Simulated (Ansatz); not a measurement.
# SnGeTe3: from a guess to a relaxed structure

Where does this trial cell of SnGeTe3 go when cell and atoms are let free?

Program: Ansatz 0.2.0. Level of theory: DFT PBE, scalar-relativistic, plane waves, PAW. These are calculated values, not measurements.

### Step 1. The starting structure

Symmetry: Pm-3m, No. 221, cubic system. Conventional cell: a = 5.419 Å, b = 5.419 Å, c = 5.419 Å, α = 90.00°, β = 90.00°, γ = 90.00°. Sn (site symmetry m-3m) is surrounded by 12 Te at 3.83 Å. Ge (site symmetry m-3m) is surrounded by 6 Te at 2.71 Å. Around Te (site symmetry 4/mmm) lie 2 Ge at 2.71 Å and 4 Sn at 3.83 Å.

As a file:

```cif
data_structure
_symmetry_space_group_name_H-M 'Pm-3m'
_symmetry_Int_Tables_number 221
_cell_length_a 5.4194
_cell_length_b 5.4194
_cell_length_c 5.4194
_cell_angle_alpha 90.000
_cell_angle_beta 90.000
_cell_angle_gamma 90.000
_cell_volume 159.17
loop_
_atom_site_label
_atom_site_type_symbol
_atom_site_symmetry_multiplicity
_atom_site_Wyckoff_symbol
_atom_site_fract_x
_atom_site_fract_y
_atom_site_fract_z
_atom_site_occupancy
Sn1 Sn 1 b 0.50000 0.50000 0.50000 1
Ge1 Ge 1 a 0.00000 0.00000 0.00000 1
Te1 Te 3 d 0.50000 0.00000 0.00000 1
```

Recipe of the guess: species swapped into a database cell of Tb3GaC (Pm-3m, No. 221), with Te on the Tb sites, Sn on the Ga sites and Ge on the C sites. Its size is a rough estimate.

### Step 2. A first look at the guess

input.yaml

```yaml
crystal:
  lattice:
    - [5.41941305, 0.0, 0.0]
    - [0.0, 5.41941305, 0.0]
    - [0.0, 0.0, 5.41941305]
  atoms:
    - { symbol: Sn, position: [0.5, 0.5, 0.5] }
    - { symbol: Ge, position: [0.0, 0.0, 0.0] }
    - { symbol: Te, position: [0.5, 0.0, 0.0] }
    - { symbol: Te, position: [0.0, 0.5, 0.0] }
    - { symbol: Te, position: [0.0, 0.0, 0.5] }
basis:
  ecutwfc: 420
kpoints:
  mp_grid: { grid: [4, 4, 4] }
hamiltonian:
  xc: pbe
scf:
  occupations: { method: gaussian, width: 0.1 }
  lower_state_search: "off"
output:
  forces: true
  stress: true
  eigenvalues: true
```

Run with:

```bash
ansatz run input.yaml --threads 1 --pin off --max-ram 2560MiB --backend cpu --events-out ev --progress --plain --runs-dir out
```

The session goes on with these runs: relaxation on the finer mesh.

Before running it: what results should come out? Wanted: conventional cell; volume; energy over the elements, grey Sn; gap on the mesh.

**Answer**, as computed:

| quantity | value |
| --- | --- |
| symmetry at the end (tolerance 0.05 Å) | space group Pm-3m (No. 221) |
| conventional cell | a = 5.440 Å, b = 5.440 Å, c = 5.440 Å, α = 90.00°, β = 90.00°, γ = 90.00° |
| volume | 32.20 Å³/atom |
| energy over the elements, grey Sn | +0.30 eV/atom |
| gap on the mesh | none (metal) |

**Reading.** The space group Pm-3m (No. 221) is kept, and the volume per atom grows by 1.1 % from the first guess. The formation energy is positive, so the separate elements lie lower. No finished test with a distortion of lower symmetry is shown, so the end may be a saddle point. The runs treat Te without spin-orbit coupling.
